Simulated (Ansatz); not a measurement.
Crystal: NiMoIrPdW.

```
CELL_PARAMETERS angstrom
-1.37004 1.37004 9.71647
1.37004 -1.37004 9.71647
1.37004 1.37004 -9.71647
ATOMIC_POSITIONS crystal
Ni 0.19862 0.19862 0.00000
Mo 0.60922 0.60922 0.00000
Pd 0.79310 0.79310 0.00000
Ir 0.39944 0.39944 0.00000
W 0.99565 0.99565 0.00000
```

The cell was built by a generator and needn't be a form met in nature.

| Property | Result |
| --- | --- |
| Program | Ansatz 0.2.0 |
| Task | relaxation of cell and atoms |
| Functional | PBEsol |
| Potentials or basis | Ansatz PAW |
| Cutoff | 420 eV (not typed: the program's choice for these potentials) |
| k mesh | 10 × 10 × 10 |
| Occupations | fermi-dirac, width 0.05 eV |
| Spin | collinear spin, ferromagnetic start |
| Starting moments | [1.0, 1.0, 0.0, 0.6, 0.0] μB |

At the start: volume 14.59 Å³/atom.

Question: Where does the relaxation end?

Answer: It ends after 6 steps and the volume is 14.06 Å³/atom (-3.6 %); space group I4mm (No. 107, to 0.05 Å); moment 0.00 μB per cell.

Step by step:
| step | energy change (eV) | largest force (eV/Å) | volume (Å³) |
| --- | --- | --- | --- |
| 1 | 0.0000 | 0.1451 | 72.95 |
| 2 | -0.0780 | 0.0811 | 70.68 |
| 3 | -0.0803 | 0.0284 | 70.28 |
| 4 | -0.0803 | 0.0105 | 70.29 |
| 5 | -0.0804 | 0.0008 | 70.29 |
| 6 | -0.0795 | 0.0007 | 70.29 |

Final structure:
```xyz
5
Lattice="-1.3514 1.3514 9.6223 1.3514 -1.3514 9.6223 1.3514 1.3514 -9.6223" Properties=species:S:1:pos:R:3 pbc="T T T"
Ni    0.0000    0.0000    3.8307
Mo    0.0000    0.0000   11.7366
Pd    0.0000    0.0000   15.2604
Ir    0.0000    0.0000    7.6665
W     0.0000    0.0000   19.1629
```

Caveat: the plane-wave basis is chosen anew once the cell has moved, so the energies of steps on either side of that aren't comparable; the PAW data sets come from PBE, with cores solved anew for the run's functional, which leaves a small shift of forces and pressure; the starting moments weren't kept.
